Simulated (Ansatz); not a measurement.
Runs of Ansatz 0.2.0 on GeW. The structure is cubic, space group Fm-3m (No. 225). The conventional cell has a = 5.155 Å, b = 5.155 Å, c = 5.155 Å, α = 90.00°, β = 90.00°, γ = 90.00°. Ge (site symmetry m-3m) has 6 W at 2.58 Å as nearest neighbours. W (site symmetry m-3m) is surrounded by 6 Ge at 2.58 Å. The cell was built by a generator and needn't be a form met in nature.

```tsv
task	level	spin	cell	k mesh	cutoff (eV)	points for each segment of the path	gap on the mesh (eV)	pressure (GPa)	relaxed volume (Å³/atom)
relaxation of cell and atoms	RPBE	off	relaxed	9 × 9 × 9	420	-	none	0.0	17.43
band structure	PBEsol	SOC, no magnetisation	as given	7 × 7 × 7	420	14	none	-5.7	-
band structure	RPBE	off	as given	9 × 9 × 9	420	14	none	3.0	-
relaxation of cell and atoms	revPBE	off	relaxed	9 × 9 × 9	420	-	none	0.0	(b)
relaxation of cell and atoms	BLYP	off	relaxed	9 × 9 × 9	420	-	none	0.0	17.99
band structure	r2SCAN	off	as given	9 × 9 × 9	500	14	none	-3.3	-
band structure	BLYP	off	as given	9 × 9 × 9	420	14	none	(a)	-
band structure	revPBE	off	as given	9 × 9 × 9	420	14	none	2.2	-
```

Alike in all rows: potentials or basis Ansatz PAW; smearing fermi-dirac 0.05 eV.

Question: Estimate the missing entries.

Answer: (a) 8.2; (b) 17.36.

Caveats: the PAW data sets come from PBE, with cores solved anew for the run's functional, which leaves a small shift of forces and pressure; spin-orbit coupling is left out, which moves the levels of the heavy elements (some runs); the plane-wave basis is chosen anew once the cell has moved, so the energies of steps on either side of that aren't comparable (some runs).

A k mesh can miss the band edges, and rows without SOC leave out spin-orbit coupling on Ge, W.

A gap of «none» marks a metal or a gap under the smearing width.

Runs at the PBE level aren't shown here.
